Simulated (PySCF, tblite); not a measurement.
# C5H9ClO2S: geometry, infrared bands and NMR shifts

Wanted: the infrared bands and NMR shifts of C5H9ClO2S (`CC/C(Cl)=C/S(C)(=O)=O`), by calculation.

Programs: tblite 0.8.0 and PySCF 2.14.0, with density-fitted response routines of our own. Each step states its level of theory. These are calculated values for one molecule in the gas phase, unless marked as measured. Atoms count from 0, in the outputs and in this text.

### 1 Starting geometry

18 atoms, charge 0, multiplicity 1; geometry from: force field or distance geometry start.

Bonds of the start (Å): C0–C1 1.51, C1–C2 1.52, C2–Cl3 1.74, C2–C4 1.34, C4–S5 1.73, S5–C6 1.78, S5–O7 1.46, S5–O8 1.45, C0–H9 1.09, C0–H10 1.11, C0–H11 1.09, C1–H12 1.12, C1–H13 1.09, C4–H14 1.08, C6–H15 1.10, C6–H16 1.08, C6–H17 1.09.

### 2 Geometry optimisation with GFN2-xTB

What the job is given:

```
{"job": {"kind": "relax", "xc": "GFN2-xTB", "basis": "xTB"}, "charge": 0, "multiplicity": 1}
C     -2.578900     0.850500     0.223100
C     -1.998900    -0.531200     0.019700
C     -0.502800    -0.498600    -0.249800
Cl    -0.121200    -0.033500    -1.884800
C      0.389300    -0.828800     0.688800
S      2.095800    -0.858000     0.435700
C      2.539700     0.854600     0.237400
O      2.703300    -1.283200     1.695400
O      2.433100    -1.560700    -0.786600
H     -2.099500     1.380600     1.051800
H     -3.656400     0.774700     0.460000
H     -2.493800     1.460100    -0.678300
H     -2.196800    -1.126100     0.942400
H     -2.513000    -1.051800    -0.788200
H      0.068600    -1.115900     1.674300
H      2.166800     1.416500     1.112500
H      2.127800     1.248400    -0.683700
H      3.628100     0.908700     0.205400
```

Launch:

```sh
$ OMP_NUM_THREADS=1 python probes_run.py task.json out
```

This one command runs all jobs of the session in turn.

Log:

```text
step      E/eV     max force
  0    -848.21326    2.201
  1    -848.32190    0.990
  2    -848.34975    0.473
  3    -848.36901    0.325
  4    -848.37823    0.278
  5    -848.38438    0.183
  6    -848.38791    0.171
  7    -848.39148    0.171
  8    -848.39544    0.148
  9    -848.39839    0.138
 10    -848.40011    0.105
 11    -848.40139    0.095
 12    -848.40254    0.073
 13    -848.40375    0.098
 14    -848.40502    0.101
 15    -848.40630    0.084
 16    -848.40756    0.074
 17    -848.40881    0.089
 18    -848.41005    0.085
 19    -848.41111    0.082
 20    -848.41180    0.060
 21    -848.41218    0.043
 22    -848.41246    0.044
 23    -848.41274    0.041
 24    -848.41301    0.043
 25    -848.41322    0.030
 26    -848.41337    0.030
 27    -848.41352    0.029
 28    -848.41369    0.037
 29    -848.41387    0.033
 30    -848.41406    0.029
 31    -848.41425    0.032
 32    -848.41442    0.036
 33    -848.41458    0.032
 34    -848.41475    0.028
 35    -848.41491    0.031
 36    -848.41508    0.035
 37    -848.41523    0.028
 38    -848.41539    0.024
 39    -848.41555    0.030
 40    -848.41573    0.035
 41    -848.41593    0.040
 42    -848.41612    0.033
 43    -848.41629    0.033
 44    -848.41644    0.034
 45    -848.41658    0.031
 46    -848.41671    0.030
 47    -848.41682    0.025
 48    -848.41692    0.025
 49    -848.41700    0.024
 50    -848.41706    0.015
 51    -848.41710    0.017
 52    -848.41713    0.014
 53    -848.41716    0.015
 54    -848.41719    0.013
 55    -848.41721    0.010
 56    -848.41723    0.012
 57    -848.41725    0.013
 58    -848.41727    0.012
 59    -848.41730    0.013
 60    -848.41732    0.010
 61    -848.41734    0.011
 62    -848.41736    0.011
 63    -848.41739    0.014
 64    -848.41743    0.016
 65    -848.41747    0.015
 66    -848.41751    0.015
 67    -848.41756    0.021
 68    -848.41763    0.025
 69    -848.41773    0.027
 70    -848.41788    0.028
 71    -848.41803    0.027
 72    -848.41817    0.032
 73    -848.41831    0.033
 74    -848.41845    0.025
 75    -848.41855    0.018
 76    -848.41860    0.018
 77    -848.41865    0.018
 78    -848.41870    0.017
 79    -848.41874    0.016
 80    -848.41876    0.010
```

Run time: 2.4 s. Hardware: 1 thread of AMD EPYC, shared host; peak memory 0.18 GiB.

Along the way: (not every step is listed)

| step | energy from step 0 (eV) | largest force (eV/Å) |
| --- | --- | --- |
| 0 | 0.0000 | 2.2014 |
| 1 | -0.1086 | 0.9905 |
| 2 | -0.1365 | 0.4731 |
| 3 | -0.1558 | 0.3251 |
| 4 | -0.1650 | 0.2777 |
| 5 | -0.1711 | 0.1829 |
| 6 | -0.1747 | 0.1714 |
| 7 | -0.1782 | 0.1710 |
| 8 | -0.1822 | 0.1482 |
| 14 | -0.1918 | 0.1006 |
| 20 | -0.1985 | 0.0602 |
| 26 | -0.2001 | 0.0296 |
| 32 | -0.2012 | 0.0359 |
| 38 | -0.2021 | 0.0244 |
| 44 | -0.2032 | 0.0339 |
| 50 | -0.2038 | 0.0153 |
| 56 | -0.2040 | 0.0117 |
| 62 | -0.2041 | 0.0110 |
| 68 | -0.2044 | 0.0253 |
| 74 | -0.2052 | 0.0246 |
| 75 | -0.2053 | 0.0179 |
| 76 | -0.2053 | 0.0176 |
| 77 | -0.2054 | 0.0176 |
| 78 | -0.2054 | 0.0171 |
| 79 | -0.2055 | 0.0155 |
| 80 | -0.2055 | 0.0097 |

Close pairs (by a distance rule), those that changed most:

| bond | before (Å) | after (Å) | change (Å) |
| --- | --- | --- | --- |
| C4–S5 | 1.725 | 1.796 | +0.070 |
| S5–C6 | 1.780 | 1.815 | +0.035 |
| S5–O7 | 1.462 | 1.436 | -0.026 |
| C1–H12 | 1.116 | 1.090 | -0.025 |
| C2–Cl3 | 1.742 | 1.719 | -0.024 |
| C1–C2 | 1.521 | 1.497 | -0.023 |
| C6–H15 | 1.105 | 1.082 | -0.023 |
| C0–H10 | 1.106 | 1.086 | -0.019 |

The next job starts from the end point, and lists it.

### 3 Vibrational analysis with GFN2-xTB

What the job is given:

```
{"job": {"kind": "ir", "xc": "GFN2-xTB", "basis": "xTB"}, "charge": 0, "multiplicity": 1}
C     -2.568253     0.876604     0.143416
C     -2.038185    -0.556952     0.081625
C     -0.559890    -0.564456    -0.155768
Cl    -0.079878    -0.064188    -1.728316
C      0.363559    -0.881574     0.737825
S      2.125002    -0.856211     0.390249
C      2.523320     0.910921     0.269607
O      2.781816    -1.381831     1.553450
O      2.383522    -1.491592    -0.870396
H     -2.102716     1.417469     0.963368
H     -3.643478     0.868386     0.299273
H     -2.352960     1.397367    -0.785409
H     -2.250271    -1.074062     1.017643
H     -2.534232    -1.086674    -0.733301
H      0.126022    -1.207161     1.733870
H      2.253359     1.367818     1.212454
H      1.974374     1.343495    -0.555878
H      3.590132     0.988958     0.101329
```

Log:

```text
mode    cm-1     km/mol
  1      48.1      0.56
  2      58.9      3.03
  3      94.2      5.72
  4     108.6      0.96
  5     126.9      2.52
  6     200.0      1.41
  7     206.0      0.03
  8     224.8      1.09
  9     281.2      3.15
 10     296.4      3.22
 11     322.8      4.04
 12     418.0     11.15
 13     443.9     80.17
 14     492.0     89.83
 15     568.8     15.32
 16     621.4     12.73
 17     681.6     55.20
 18     750.3     13.72
 19     782.9    124.90
 20     832.3      9.79
 21     848.2    121.16
 22     859.4     13.31
 23     960.9     16.57
 24    1055.7      3.92
 25    1078.7     15.04
 26    1087.5      8.69
 27    1118.8    315.29
 28    1168.9     49.57
 29    1232.0      7.46
 30    1260.6    466.66
 31    1267.6     45.76
 32    1300.4      0.49
 33    1404.1      6.75
 34    1418.2      3.94
 35    1430.8      8.45
 36    1454.9      5.31
 37    1489.7      7.82
 38    1495.7      4.16
 39    1661.3    126.84
 40    2986.5      8.93
 41    3000.8     12.11
 42    3047.5     21.90
 43    3052.7     23.67
 44    3057.0     20.35
 45    3066.3      0.52
 46    3082.8      1.13
 47    3091.4      5.72
 48    3126.4      2.04
```

It took 2.8 s on 1 thread of AMD EPYC, shared host; peak memory 0.18 GiB.

Which atoms move in the most intense modes:

| cm⁻¹ | km/mol | atoms |
| --- | --- | --- |
| 444 | 80.2 | S5 21 %, O8 18 %, C6 18 %, O7 14 % |
| 492 | 89.8 | O8 25 %, S5 25 %, O7 21 % |
| 682 | 55.2 | C6 39 %, S5 23 % |
| 783 | 124.9 | C4 30 %, H14 28 %, S5 18 % |
| 848 | 121.2 | H17 38 %, H16 20 %, C6 15 % |
| 1119 | 315.3 | O8 31 %, O7 27 %, S5 21 % |
| 1261 | 466.7 | S5 44 %, O7 28 %, O8 26 % |
| 1661 | 126.8 | C2 54 %, C4 43 % |

### 4 Shielding tensors: PBE0/pcSseg-1

Same as in step 3 but for these lines:

```diff
@@ -1,2 +1,2 @@
-{"job": {"kind": "ir", "xc": "GFN2-xTB", "basis": "xTB"}, "charge": 0, "multiplicity": 1}
+{"job": {"kind": "nmr", "xc": "PBE0", "basis": "pcSseg-1"}, "charge": 0, "multiplicity": 1}
 C     -2.568253     0.876604     0.143416
```

Level: GIAO PBE0/pcSseg-1 NMR shielding, non-relativistic, gas phase.

Log:

```text
coarse grid: 16432 points
cycle   1  E = -1203.6047424450  dE =  1.918e+00  |g| = 1.172e+00  |ddm| = 4.093e+00
cycle   2  E = -1202.9264507160  dE =  6.783e-01  |g| = 2.233e+00  |ddm| = 3.488e+00
cycle   3  E = -1203.8518527086  dE = -9.254e-01  |g| = 2.119e-01  |ddm| = 2.668e+00
cycle   4  E = -1203.8610361993  dE = -9.183e-03  |g| = 9.147e-02  |ddm| = 2.861e-01
cycle   5  E = -1203.8627762642  dE = -1.740e-03  |g| = 3.605e-02  |ddm| = 1.034e-01
cycle   6  E = -1203.8630862736  dE = -3.100e-04  |g| = 7.727e-03  |ddm| = 4.023e-02
cycle   7  E = -1203.8630983283  dE = -1.205e-05  |g| = 2.555e-03  |ddm| = 9.788e-03
cycle   8  E = -1203.8630993994  dE = -1.071e-06  |g| = 1.023e-03  |ddm| = 3.274e-03
final grid: 150296 points
cycle   9  E = -1203.9389095582  dE = -3.344e-05  |g| = 1.255e-02  |ddm| = 3.130e-02
cycle  10  E = -1203.9388678981  dE =  4.166e-05  |g| = 1.876e-02  |ddm| = 2.926e-02
cycle  11  E = -1203.9389419716  dE = -7.407e-05  |g| = 2.721e-03  |ddm| = 1.983e-02
cycle  12  E = -1203.9389433090  dE = -1.337e-06  |g| = 3.857e-04  |ddm| = 2.456e-03
cycle  13  E = -1203.9389433329  dE = -2.383e-08  |g| = 2.099e-04  |ddm| = 5.425e-04
cycle  14  E = -1203.9389433416  dE = -8.750e-09  |g| = 4.873e-05  |ddm| = 2.074e-04
cycle  15  E = -1203.9389433421  dE = -5.016e-10  |g| = 1.213e-05  |ddm| = 6.172e-05
converged SCF energy = -1203.9389433421

GIAO shielding tensors (ppm)
atom      isotropic    diamagn.    paramagn.     s11        s22        s33       span
  0 C      170.211     247.370     -77.159    157.883    166.196    186.554     28.671
  1 C      149.004     247.547     -98.543    134.324    139.043    173.646     39.322
  2 C       21.357     260.255    -238.897    -84.240     29.875    118.437    202.677
  3 Cl     685.630    1150.826    -465.196    461.106    752.549    843.237    382.131
  4 C       48.192     262.354    -214.162    -35.973     81.520     99.030    135.004
  5 S      213.630    1049.922    -836.292     51.615    201.125    388.150    336.534
  6 C      139.799     256.197    -116.398    111.495    118.349    189.551     78.056
  7 O      115.527     395.826    -280.299     63.687     93.772    189.121    125.434
  8 O      111.827     400.258    -288.431     60.395    106.859    168.225    107.830
  9 H       30.888      30.613       0.275     26.785     29.401     36.479      9.694
 10 H       30.397      27.411       2.986     26.085     27.015     38.090     12.005
 11 H       30.065      30.220      -0.155     25.047     30.867     34.282      9.235
 12 H       29.283      31.228      -1.945     24.700     28.626     34.522      9.822
 13 H       29.329      29.954      -0.625     25.330     28.159     34.499      9.168
 14 H       25.265      35.356     -10.091     22.986     23.742     29.068      6.081
 15 H       29.481      31.493      -2.012     27.015     27.418     34.011      6.997
 16 H       28.476      32.920      -4.444     24.072     30.435     30.920      6.848
 17 H       28.965      26.966       1.999     26.371     26.559     33.965      7.593
```

Run time: 2 min. Hardware: 1 thread of AMD EPYC, shared host; peak memory 0.94 GiB.

Shifts follow as δ = σ(reference) − σ, with reference shieldings (ppm) from runs at the same level and on the same kind of geometry: 1H TMS 31.72, 13C TMS 186.9, 17O H2O 336.1, 33S CS2 504, 35Cl HCl 950. The references are single molecules in the gas phase, so shifts against H2O, NH3, PH3, H3PO4 or CFCl3 are not on the usual liquid scales and can be off by tens of ppm. Atoms listed in one row are averaged.

| atoms | environment | σ (ppm) | δ (ppm) | δ scaled to CDCl3 |
| --- | --- | --- | --- | --- |
| C2 | fully substituted alkene carbon | 21.4 | 165.6 | 159.7 |
| C4 | alkene CH | 48.2 | 138.7 | 129.1 |
| C6 | methyl carbon bonded to S | 139.8 | 47.1 | 39.7 |
| C1 | allylic sp3 CH2 | 149.0 | 37.9 | 35.1 |
| C0 | methyl carbon | 170.2 | 16.7 | 14.4 |
| H14 | hydrogen on an alkene CH | 25.27 | 6.45 | 6.19 |
| H15, H16, H17 | hydrogen on a methyl carbon bonded to S | 28.97 | 2.74 | 2.69 |
| H12, H13 | hydrogen on an allylic sp3 CH2 | 29.31 | 2.41 | 2.38 |
| H9, H10, H11 | hydrogen on a methyl carbon | 30.45 | 1.27 | 1.30 |
| Cl3 | chlorine bonded to C | 686 | 264 | – |
| S5 | sulfone sulfur | 214 | 290 | – |
| O7, O8 | S=O oxygen | 113.7 | 222.4 | – |

The scaled column applies a straight-line fit of computed shieldings to shifts measured in CDCl3, with any fitted terms for Cl, Br or S neighbours (root-mean-square error 0.16 ppm for H, 1.9 ppm for C).

Charges from the same density, by scheme (e):

| atoms | Mulliken | IAO | Hirshfeld | ESP fit |
| --- | --- | --- | --- | --- |
| C0 | -0.28 | -0.42 | -0.12 | -0.23 |
| C1 | -0.13 | -0.26 | -0.06 | 0.00 |
| C2 | -0.19 | 0.04 | 0.05 | -0.02 |
| Cl3 | -0.02 | 0.00 | 0.04 | 0.00 |
| C4 | -0.22 | -0.44 | -0.10 | -0.36 |
| S5 | 0.96 | 2.01 | 0.51 | 1.12 |
| C6 | -0.36 | -0.63 | -0.13 | -0.57 |
| O7, O8 | -0.53 | -0.89 | -0.33 | -0.54 |

Mayer bond orders: C0–C1 1.04, C1–C2 1.01, C2–Cl3 1.14, C2–C4 1.73, C4–S5 0.88, S5–C6 0.89, S5–O7 1.72, S5–O8 1.76.

Orbitals, density, ELF and potential are computed afterwards from the orbital file.

Frontier orbitals at PBE0/pcSseg-1, with the share of their density that lies nearest to each atom:

| orbital | energy (eV) | lies on |
| --- | --- | --- |
| HOMO | -8.17 | C4 31 %; Cl3 21 %; C2 17 % |
| LUMO | -1.29 | C2 37 %; C4 25 %; Cl3 7 % |

ELF in a plane through or near 6 of the atoms.

Ten even steps from '0' (0.00) to '9' (1.00):
```
0000000000000000000000000000
0000000000000000000000000000
0000000000000000000000000000
0000000001100000000000000000
0000022116740000003520000000
0000698549970000027851000000
0002999859970000038963330000
0003999925730000037667983000
0001899836400132025169996000
0000122488411565348768994000
0000000352565775855833541000
0000002417394474834420000000
0000123633583174566620000000
0000145564456652158620000000
0000135542115630037510000000
0000024431002310002100000000
0000001210000100000000000000
0000000000000000000000000000
0000000000000000000000000000
0000000000000000000000000000
```
The map spans 12.5 Å across and 8.4 Å up, centred on the molecule. Atoms in the plane (x, y in Å): C0 (2.6, 0.7), C1 (2.0, -0.6), C4 (-0.4, -1.0), S5 (-2.2, -0.7), C6 (-2.5, 1.0), H17 (-3.5, 1.2).

log10 of the density (e/Å³) in the same plane.

Values, 10 rows by 14 columns:
```
-4.0 -4.0 -4.0 -4.0 -4.0 -4.0 -4.0 -4.0 -4.0 -4.0 -4.0 -4.0 -4.0 -4.0
-4.0 -4.0 -3.8 -3.0 -2.7 -2.8 -3.5 -4.0 -3.7 -3.1 -3.2 -3.8 -4.0 -4.0
-4.0 -4.0 -2.4 -1.7 -1.3 -1.3 -2.3 -3.1 -2.5 -1.6 -1.7 -2.5 -3.5 -4.0
-4.0 -3.4 -1.3 -0.1  0.0 -0.2 -1.6 -2.0 -1.6 -0.3 -0.4 -1.3 -2.4 -4.0
-4.0 -3.4 -1.4 -0.2  0.3 -0.4 -1.4 -1.0 -1.1  0.0  0.2 -0.5 -1.9 -3.8
-4.0 -4.0 -2.2 -1.1  0.0 -0.1 -0.3  0.1  0.0  0.3 -0.5 -1.2 -2.4 -4.0
-4.0 -4.0 -1.9 -0.6  0.2  0.1  0.3  0.1 -0.3  0.2 -0.8 -2.2 -3.4 -4.0
-4.0 -4.0 -2.0 -0.8 -0.4 -1.0 -0.8 -1.0 -1.4 -0.9 -1.6 -2.8 -4.0 -4.0
-4.0 -4.0 -3.1 -1.9 -1.7 -2.2 -2.1 -2.2 -2.6 -2.4 -2.8 -3.7 -4.0 -4.0
-4.0 -4.0 -4.0 -3.9 -3.7 -3.9 -3.6 -3.7 -4.0 -4.0 -4.0 -4.0 -4.0 -4.0
```
The map spans 12.5 Å across and 8.4 Å up, centred on the molecule. Atoms in the plane (x, y in Å): C0 (2.6, 0.7), C1 (2.0, -0.6), C4 (-0.4, -1.0), S5 (-2.2, -0.7), C6 (-2.5, 1.0), H17 (-3.5, 1.2).

On the surface of density 0.002 e/bohr³ the electrostatic potential runs, from the 1st to the 99th percentile, from -1.85 V near O8 to 1.32 V near H14.

### 5 Summary of results

| quantity | value |
| --- | --- |
| strongest single infrared mode (GFN2-xTB) | 1261 cm⁻¹, 467 km/mol |
| zero-point energy (GFN2-xTB) | 83.9 kcal/mol |
| 13C shifts against TMS (PBE0/pcSseg-1) | 165.6, 138.7, 47.1, 37.9, 16.7 ppm |
| 1H shifts against TMS (PBE0/pcSseg-1, means over atoms taken as alike) | 6.45, 2.74, 2.41, 1.27 ppm |
| 35Cl shifts against HCl (PBE0/pcSseg-1) | 264 ppm |
| 33S shifts against CS2 (PBE0/pcSseg-1) | 290 ppm |
| 17O shifts against H2O (PBE0/pcSseg-1, means over atoms taken as alike) | 222.4 ppm |
| surface potential, 1st and 99th percentile | -1.85 V and 1.32 V |

The optimisation took 80 steps and gained 0.206 eV; among the close pairs (by a distance rule), C4–S5 changed most, from 1.725 to 1.796 Å. All 48 modes are real, so the xTB geometry is a minimum. The strongest single mode, at 1261 cm⁻¹, has its largest shares on S5, O7 and O8 (the list is cut at 3 atoms). Unscaled tight-binding wavenumbers are off by several per cent, some by more. Its intensities can rank the bands wrongly. H14 (hydrogen on an alkene CH) lies farthest downfield among hydrogen, at 6.45 ppm; attached to an sp2 carbon and in the plane of the double bond. At PBE0/pcSseg-1: Shielding is most anisotropic at Cl3 (span 382 ppm, paramagnetic term -465 ppm). At PBE0/pcSseg-1, counted by nearest atom on the grid, the HOMO lies on C4 31 %; Cl3 21 %, the LUMO on C2 37 %; C4 25 %.
